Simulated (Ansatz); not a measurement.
# BH₄InOZn: shape, modes and thermochemistry

Aim: relax BH₄InOZn from a cheap starting geometry, then compute its harmonic vibrations to see whether it is a minimum and to get the zero-point energy and entropy, and look at its orbitals and charge.

The runs use Ansatz 0.2.0, Gaussian basis; RKS PBE0-D4/def2-TZVP.

Plan: relaxation at PBE0-D4/def2-TZVP; harmonic vibrations at the same level; a single point in def2-TZVPP for the fields.

## (1) The system as given

SMILES `[BH2][InH][O][ZnH]`, 8 atoms, charge 0, spin multiplicity 1.

Atoms are counted from 1 here; the program's logs count them from 0.

Bond lengths: B1–In2 2.239 Å, B1–H5 1.166 Å, B1–H6 1.166 Å, In2–O3 1.969 Å, In2–H7 1.760 Å, O3–Zn4 1.723 Å, Zn4–H8 1.470 Å. Angles: In2–B1–H5 118.3°, In2–B1–H6 118.3°, H5–B1–H6 121.6°, B1–In2–O3 93.0°, B1–In2–H7 157.1°, O3–In2–H7 109.8°, In2–O3–Zn4 172.9°, O3–Zn4–H8 176.9°.

The start is a GFN2-xTB geometry. In takes the def2 core potential; no spin-orbit term is included.

## (2) Optimising with PBE0-D4/def2-TZVP

File in.yaml:

```yaml
crystal:
  periodic: [false, false, false]
  atoms:
    - {symbol: B, position_ang: [-0.814840, 1.883750, -0.148910]}
    - {symbol: In, position_ang: [1.136710, 0.806880, -0.363570]}
    - {symbol: O, position_ang: [0.345710, -0.935900, 0.098590]}
    - {symbol: Zn, position_ang: [-0.152810, -2.543800, 0.464480]}
    - {symbol: H, position_ang: [-1.551370, 1.876800, -1.052420]}
    - {symbol: H, position_ang: [-1.164080, 2.188250, 0.920750]}
    - {symbol: H, position_ang: [2.855240, 0.614300, -0.692610]}
    - {symbol: H, position_ang: [-0.654560, -3.890290, 0.773690]}
basis:
  gaussian: {orbitals: def2-TZVP}
hamiltonian: {xc: pbe0, dispersion: d4}
relax: {f_tol: 0.005, max_steps: 150}
```

Started as:

```bash
$ ansatz run in.yaml --threads 2 --pin off --events-out ev --progress --plain --max-ram 32768MiB --backend cuda --devices 0, --max-vram 18GiB
```

Log, shortened:

```text
Functional definition: PBE0
  name "PBE0"
  cite "Adamo & Barone, J. Chem. Phys. 110, 6158 (1999) doi:10.1063/1.478522"
  cite "Perdew, Burke & Ernzerhof, Phys. Rev. Lett. 77, 3865 (1996) doi:10.1103/PhysRevLett.77.3865"
  parent pbe
[...]
1518 factors; their error is unknown
[...]
mean field -56372.03426443 eV, -2071.6340488807 hartree, gradient 3.1e-5 eV, S^2 0.000000; 0 other end points of the search recorded, 0 dependent functions left out
[...]
reference -56372.03431167 eV, -2071.6340506166 hartree; 34, 34 occupied and 150, 150 virtual orbitals, 1518 factors
relax step   1: F+E_penalty+E_count = -56372.16861591 eV  Δ(F+E_penalty+E_count) = +0.000e0 eV  max|allowed force component| = 8.988e-1 eV/Å  Δτ_max = 0.0000 Å  (30 SCF iters, accepted)
[...]
relax step   6: F+E_penalty+E_count = -56372.29374598 eV  Δ(F+E_penalty+E_count) = -8.075e-3 eV  max|allowed force component| = 1.037e-1 eV/Å  Δτ_max = 0.1344 Å  (33 SCF iters, accepted)
[...]
relax step  11: F+E_penalty+E_count = -56372.30901796 eV  Δ(F+E_penalty+E_count) = -5.821e-3 eV  max|allowed force component| = 2.966e-1 eV/Å  Δτ_max = 0.1987 Å  (39 SCF iters, accepted)
[...]
relax step  16: F+E_penalty+E_count = -56372.32739707 eV  Δ(F+E_penalty+E_count) = -1.549e-3 eV  max|allowed force component| = 1.156e-1 eV/Å  Δτ_max = 0.1464 Å  (33 SCF iters, accepted)
[...]
relax step  19: F+E_penalty+E_count = -56372.32880365 eV  Δ(F+E_penalty+E_count) = -9.272e-6 eV  max|allowed force component| = 1.036e-3 eV/Å  Δτ_max = 0.0042 Å  (35 SCF iters, accepted)
[...]
relax step  20: F+E_penalty+E_count = -56372.32880446 eV  Δ(F+E_penalty+E_count) = -8.081e-7 eV  max|allowed force component| = 4.829e-3 eV/Å  Δτ_max = 0.0052 Å  (35 SCF iters, accepted)
1518 factors; their error is unknown
[...]
mean field -56372.20028435 eV, -2071.6401500000 hartree, gradient 2.7e-5 eV, S^2 0.000000; 1 other end points of the search recorded, 0 dependent functions left out
[...]
reference -56372.20033225 eV, -2071.6401517602 hartree; 34, 34 occupied and 150, 150 virtual orbitals, 1518 factors
Total energy: -56372.32885236 eV, -2071.6448747873 hartree
Atom 0 at    -0.734920     2.259669    -0.227812 Å, force    -0.004829    -0.004801     0.001996 eV/Å
Atom 1 at     0.635273     0.486881    -0.210433 Å, force    -0.000168     0.001393    -0.001384 eV/Å
Atom 2 at    -0.325457    -1.185656     0.263557 Å, force     0.000496    -0.000653     0.000429 eV/Å
Atom 3 at     0.046674    -2.891778     0.473286 Å, force    -0.000319     0.000505    -0.000011 eV/Å
Atom 4 at    -1.323927     2.583832    -1.216808 Å, force     0.002282     0.001594    -0.000623 eV/Å
Atom 5 at    -0.919608     2.915236     0.755140 Å, force     0.001375     0.002039    -0.000372 eV/Å
Atom 6 at     2.314114     0.204463    -0.504796 Å, force     0.001129    -0.000652     0.000079 eV/Å
Atom 7 at     0.307852    -4.372657     0.667866 Å, force     0.000033     0.000575    -0.000114 eV/Å
Dipole moment:     0.084306     0.247754    -0.058233 e Å
```

It took 65 s on 1 × H100 (card shared with other runs) with 2 threads of AMD EPYC 7R13, shared host; peak host memory 0.88 GiB.

Step by step: (the energy doesn't fall at every step)

```
step  energy from step 1 (eV)  largest force component (eV/Å)
   1                   0.0000                          0.8988
   2                  -0.0646                          0.5429
   3                  -0.0951                          0.3559
   4                  -0.1087                          0.1542
   5                  -0.1171                          0.1235
   6                  -0.1251                          0.1037
   7                  -0.1148                          0.2268
   8                  -0.1287                          0.0140
   9                  -0.1318                          0.0405
  10                  -0.1346                          0.0698
  11                  -0.1404                          0.2966
  12                  -0.1443                          0.2577
  13                  -0.1430                          0.2919
  14                  -0.1530                          0.0885
  15                  -0.1572                          0.0272
  16                  -0.1588                          0.1156
  17                  -0.1589                          0.2040
  18                  -0.1602                          0.0058
  19                  -0.1602                          0.0010
  20                  -0.1602                          0.0048
```

The force was under the threshold of 0.005 eV/Å already at step 19, but the program went on to step 20.

Close pairs (by a distance rule), those that changed most:

```csv
bond,before (Å),after (Å),change (Å)
Zn4–H8,1.470,1.516,+0.046
O3–Zn4,1.723,1.759,+0.036
In2–H7,1.760,1.728,-0.033
B1–H5,1.166,1.196,+0.030
B1–H6,1.166,1.196,+0.030
In2–O3,1.969,1.986,+0.017
B1–In2,2.239,2.241,+0.001
```

Mulliken charges of the relaxed molecule (report file):

| atom | value (e) |
| --- | --- |
| B1 | -0.18 |
| In2 | 0.59 |
| O3 | -0.68 |
| Zn4 | 0.31 |
| H5 | 0.04 |
| H6 | 0.04 |
| H7 | -0.10 |
| H8 | -0.02 |

## (3) Harmonic vibrations

File in.yaml:

```yaml
crystal:
  periodic: [false, false, false]
  atoms:
    - {symbol: B, position_ang: [-0.734920, 2.259669, -0.227812]}
    - {symbol: In, position_ang: [0.635273, 0.486881, -0.210433]}
    - {symbol: O, position_ang: [-0.325457, -1.185656, 0.263557]}
    - {symbol: Zn, position_ang: [0.046674, -2.891778, 0.473286]}
    - {symbol: H, position_ang: [-1.323927, 2.583832, -1.216808]}
    - {symbol: H, position_ang: [-0.919608, 2.915236, 0.755140]}
    - {symbol: H, position_ang: [2.314114, 0.204463, -0.504796]}
    - {symbol: H, position_ang: [0.307852, -4.372657, 0.667866]}
basis:
  gaussian: {orbitals: def2-TZVP}
hamiltonian: {xc: pbe0, dispersion: d4}
phonons: {temperatures: {t_min: 298.15, t_max: 900, t_step: 200}}
```

Same command.

Log, shortened:

```text
Functional definition: PBE0
  name "PBE0"
  cite "Adamo & Barone, J. Chem. Phys. 110, 6158 (1999) doi:10.1063/1.478522"
  cite "Perdew, Burke & Ernzerhof, Phys. Rev. Lett. 77, 3865 (1996) doi:10.1103/PhysRevLett.77.3865"
  parent pbe
[...]
1518 factors; their error is unknown
[...]
mean field -56372.20024929 eV, -2071.6401487116 hartree, gradient 2.7e-5 eV, S^2 0.000000; 0 other end points of the search recorded, 0 dependent functions left out
[...]
reference -56372.20029720 eV, -2071.6401504725 hartree; 34, 34 occupied and 150, 150 virtual orbitals, 1518 factors
[...]
1518 factors; their error is unknown
mean field -56372.20017815 eV, -2071.6401460975 hartree, gradient 1.9e-6 eV, S^2 0.000000; 0 other end points of the search recorded, 0 dependent functions left out
[...]
reference -56372.20022607 eV, -2071.6401478582 hartree; 34, 34 occupied and 150, 150 virtual orbitals, 1518 factors
[...]
Atom 0 at    -0.734920     2.259669    -0.227812 Å, force    -0.004803    -0.004788     0.001982 eV/Å
Atom 1 at     0.635273     0.486881    -0.210433 Å, force    -0.000210     0.001475    -0.001389 eV/Å
Atom 2 at    -0.325457    -1.185656     0.263557 Å, force     0.000459    -0.000652     0.000433 eV/Å
Atom 3 at     0.046674    -2.891778     0.473286 Å, force    -0.000293     0.000383     0.000007 eV/Å
Atom 4 at    -1.323927     2.583832    -1.216808 Å, force     0.002291     0.001601    -0.000628 eV/Å
Atom 5 at    -0.919608     2.915236     0.755140 Å, force     0.001384     0.002051    -0.000366 eV/Å
Atom 6 at     2.314114     0.204463    -0.504796 Å, force     0.001136    -0.000641     0.000076 eV/Å
Atom 7 at     0.307852    -4.372657     0.667866 Å, force     0.000036     0.000571    -0.000114 eV/Å
Dipole moment:     0.084308     0.247754    -0.058233 e Å
Vibrations: 48.06 49.07 97.72 176.16 350.70 370.32 463.95 489.56 492.21 523.79 570.51 823.19 853.10 1142.07 1784.26 1969.65 2582.11 2674.37 cm⁻¹, zero-point energy 0.958448 eV
```

Run time: 2.2 min. Hardware: 1 × H100 (card shared with other runs) with 2 threads of AMD EPYC 7R13, shared host; peak host memory 0.87 GiB.

Motions are named by where the mode's potential energy lies. The modes, unscaled (a negative number is an imaginary wavenumber):

| mode | cm⁻¹ | motion |
| --- | --- | --- |
| 1 | 48 | bend |
| 2 | 49 | torsion |
| 3 | 98 | bend |
| 4 | 176 | torsion |
| 5 | 351 | torsion |
| 6 | 370 | In–O and Zn–O stretch |
| 7 | 464 | In–B stretch |
| 8 | 490 | bend |
| 9 | 492 | bend |
| 10 | 524 | bend |
| 11 | 571 | bend |
| 12 | 823 | Zn–O and In–O stretch |
| 13 | 853 | mixed, led by torsion |
| 14 | 1142 | bend |
| 15 | 1784 | In–H stretch |
| 16 | 1970 | Zn–H stretch |
| 17 | 2582 | B–H stretch |
| 18 | 2674 | B–H stretch |

From these modes and the moments of inertia (298.15 K, 1 bar, symmetry number 1):

| term | value |
| --- | --- |
| zero-point energy | 22.1 kcal/mol |
| H(298) − E | 27.6 kcal/mol |
| entropy, translation | 175.6 J/(mol K) |
| entropy, rotation | 118.1 J/(mol K) |
| entropy, vibration | 89.9 J/(mol K) |
| entropy, total | 383.6 J/(mol K) |

## (4) A single point for the fields

Changes to in.yaml since step 3:

```diff
@@ -12,4 +12,4 @@
 basis:
-  gaussian: {orbitals: def2-TZVP}
+  gaussian: {orbitals: def2-TZVPP}
 hamiltonian: {xc: pbe0, dispersion: d4}
-phonons: {temperatures: {t_min: 298.15, t_max: 900, t_step: 200}}
+output: {orbitals: {seedname: orbitals}}
```

Started as:

```bash
$ ansatz run in.yaml --threads 2 --pin off --events-out ev --progress --plain --max-ram 32768MiB --backend cpu
```

Log:

```text
Functional definition: PBE0
  name "PBE0"
  cite "Adamo & Barone, J. Chem. Phys. 110, 6158 (1999) doi:10.1063/1.478522"
  cite "Perdew, Burke & Ernzerhof, Phys. Rev. Lett. 77, 3865 (1996) doi:10.1103/PhysRevLett.77.3865"
  parent pbe
  parameter a = 0.25
  parameter kappa = 0.804
  parameter beta = 0.06672455060314922
  exchange = (1 - a)*pbe_x(kappa = kappa, mu = beta*pi^2/3) + a*exact_x
  correlation = pbe_c(beta = beta)
1621 factors; their error is unknown
mean field evaluation 1: about -56362.0406 eV, gradient 7.8e1 eV
mean field evaluation 2: about -56262.2238 eV, gradient 2.0e2 eV
mean field evaluation 4: about -56371.5960 eV, gradient 2.8e1 eV
mean field evaluation 8: about -56372.1230 eV, gradient 5.7e-2 eV
mean field evaluation 16: about -56372.2489 eV, gradient 4.5e-5 eV
mean field -56372.24885198 eV, -2071.6419348276 hartree, gradient 4.5e-5 eV, S^2 0.000000; 0 other end points of the search recorded, 0 dependent functions left out
reference -56372.24889955 eV, -2071.6419365758 hartree; 34, 34 occupied and 198, 198 virtual orbitals, 1621 factors
Total energy: -56372.37741967 eV, -2071.6466596032 hartree
```

Run time: 4.7 s. Hardware: 2 threads of AMD EPYC 7R13, shared host; peak memory 0.68 GiB.

Orbitals, density, ELF and potential are computed afterwards from the orbital file.

Frontier orbitals at PBE0-D4/def2-TZVPP, with the share of their density that lies nearest to each atom:

| orbital | energy (eV) | lies on |
| --- | --- | --- |
| HOMO-1 | -7.76 | O3 88 %; Zn4 7 % |
| HOMO | -7.12 | O3 33 %; H7 25 %; B1 19 % |
| LUMO | -2.43 | B1 58 %; H5, H6 about 14 % each; In2 6 % |

ELF in a plane through or near 6 of the atoms.

Ten even steps from '0' (0.00) to '9' (1.00):
```
0000000000000000000000000000
0000000000000000000000000000
0000000000015873000000000000
0000000000199999500000000000
0000000000499999600000000000
0000000000299998410000000000
0000000000079963321000000000
0000242100012254253000000000
0006994211221636274000000000
0029995121464376291010000000
0059994464646312749252000000
0059995454656513720453000000
0029995121488400101331000000
0005994211144200000000000000
0000252100011000000000000000
0000000000000000000000000000
0000000000000000000000000000
0000000000000000000000000000
0000000000000000000000000000
0000000000000000000000000000
```
The map spans 14.0 Å across and 9.9 Å up, centred on the molecule. Atoms in the plane (x, y in Å): B1 (2.4, -0.3), In2 (0.4, 0.7), O3 (-1.1, -0.6), Zn4 (-2.9, -0.5), H7 (-0.2, 2.4), H8 (-4.4, -0.5).

log10 of the density (e/Å³) in the same plane.

Ten even steps from '0' (-4.0) to '9' (2.1):
```
0000000000000000000000000000
0000000000011111100000000000
0000000000122222110000000000
0000000000233443210000000000
0000000001234554321000000000
0000000011345665432100000000
0000111122345665543210000000
0001223333345677644321000000
0012344444455788655432100000
0123455565566787665543210000
0124566797687665569654310000
0124566797687655556654310000
0123455565566543445543210000
0012334444444332223332100000
0001223333333221112221100000
0000111111111100000100000000
0000000000000000000000000000
0000000000000000000000000000
0000000000000000000000000000
0000000000000000000000000000
```
The map spans 14.0 Å across and 9.9 Å up, centred on the molecule. Atoms in the plane (x, y in Å): B1 (2.4, -0.3), In2 (0.4, 0.7), O3 (-1.1, -0.6), Zn4 (-2.9, -0.5), H7 (-0.2, 2.4), H8 (-4.4, -0.5).

On the surface of density 0.002 e/bohr³ the electrostatic potential runs, from the 1st to the 99th percentile, from -1.52 V near O3 to 2.37 V near In2.

## (5) Results

| quantity | value |
| --- | --- |
| point group | Cs |
| steps | 20 |
| shift from the start (rms) | 0.715 Å |
| total energy | -56372.3289 eV |
| dispersion term | -129 meV |
| dipole moment | 1.29 D |
| lowest, highest wavenumber | 48, 2674 cm⁻¹ |
| zero-point energy | 22.1 kcal/mol |
| entropy at 298.15 K | 383.6 J/(mol K) |
| HOMO, LUMO | -7.12, -2.43 eV |

The relaxed geometry lies 0.72 Å (rms) from the start; the bond that changed most is Zn4–H8, from 1.470 to 1.516 Å. All wavenumbers are real, so the end point is a minimum. The stiffest mode, 2674 cm⁻¹, is a B–H stretch, and 4 modes under 200 cm⁻¹ make the vibrational entropy uncertain. Harmonic hybrid wavenumbers usually lie a few per cent above measured fundamentals. The largest Mulliken charge, -0.68 e, sits on O3. The HOMO lies mostly on O3 33 %; H7 25 % and the LUMO on B1 58 %; H5, H6 about 14 % each.
